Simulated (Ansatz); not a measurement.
# C6H4Si: the cost of one run

Program: Ansatz 0.2.0. Level of theory: the levels named in each step. These are calculated values, not measurements.

**1. The structure to begin with**

Bond lengths: C1–C2 1.393 Å, C2–C3 1.388 Å, C3–C4 1.381 Å, C4–C5 1.407 Å, C1–C6 1.388 Å, C5–C6 1.381 Å, C4–Si7 1.892 Å, C5–Si7 1.892 Å, C1–H8 1.083 Å, C2–H9 1.083 Å, C3–H10 1.083 Å, C6–H11 1.083 Å. Angles (14 of 19 angles, heavy atoms first): C1–C2–C3 121.9°, C2–C1–C6 121.9°, C2–C3–C4 116.4°, C3–C4–C5 121.7°, C3–C4–Si7 170.1°, C5–C4–Si7 68.2°, C4–C5–C6 121.7°, C4–C5–Si7 68.2°, C6–C5–Si7 170.1°, C1–C6–C5 116.4°, C4–Si7–C5 43.7°, C1–C2–H9 118.7°, C3–C2–H9 119.4°, C2–C1–H8 118.7°.

As a file:

```xyz
11

C    -1.9131   -0.7266    0.0786
C    -1.9365    0.6659    0.0307
C    -0.7710    1.4169   -0.0279
C     0.4148    0.7099   -0.0362
C     0.4384   -0.6965    0.0120
C    -0.7231   -1.4405    0.0703
Si    2.1820    0.0347   -0.0600
H    -2.8538   -1.2608    0.1229
H    -2.8945    1.1701    0.0402
H    -0.8123    2.4990   -0.0643
H    -0.7281   -2.5233    0.1080
```

**2. A rough first relaxation, PBE-D4/def2-SVP**

This run stands in another session on the same molecule. It ended at:

```xyz
11

C    -1.9189   -0.7431    0.0786
C    -1.9428    0.6821    0.0307
C    -0.7679    1.4363   -0.0282
C     0.4440    0.7095   -0.0366
C     0.4676   -0.6951    0.0115
C    -0.7194   -1.4597    0.0703
Si    2.1735    0.0344   -0.0603
H    -2.8782   -1.2843    0.1249
H    -2.9198    1.1927    0.0395
H    -0.8104    2.5378   -0.0657
H    -0.7249   -2.5620    0.1097
```

**3. Relaxation, r2SCAN-D4/def2-TZVPP**

File input.yaml:

```yaml
crystal:
  periodic: [false, false, false]
  atoms:
    - { symbol: C, position_ang: [-1.91893389, -0.74309523, 0.0785878] }
    - { symbol: C, position_ang: [-1.94280975, 0.68212058, 0.03068819] }
    - { symbol: C, position_ang: [-0.76792025, 1.43626304, -0.02822185] }
    - { symbol: C, position_ang: [0.44403196, 0.70950991, -0.0365654] }
    - { symbol: C, position_ang: [0.46759108, -0.69505193, 0.01148156] }
    - { symbol: C, position_ang: [-0.71937624, -1.45972533, 0.07026525] }
    - { symbol: Si, position_ang: [2.17351304, 0.03441758, -0.06028457] }
    - { symbol: H, position_ang: [-2.87823093, -1.28428797, 0.12487014] }
    - { symbol: H, position_ang: [-2.91978562, 1.19272899, 0.03951708] }
    - { symbol: H, position_ang: [-0.81038939, 2.53775284, -0.06566444] }
    - { symbol: H, position_ang: [-0.72486, -2.56195249, 0.10968624] }
basis:
  gaussian: { orbitals: def2-TZVPP }
hamiltonian:
  xc: r2scan
  dispersion: d4
relax:
  f_tol: 0.002
  max_steps: 150
```

Command:

```console
ansatz run input.yaml --threads 4 --pin off --max-ram 10240MiB --backend cpu --events-out ev --progress --plain --runs-dir out
```

What time and memory should one allow on 4 threads of Intel Xeon 6975P-C (Granite Rapids), shared host?

About 19 s, with a peak of 0.48 GiB.
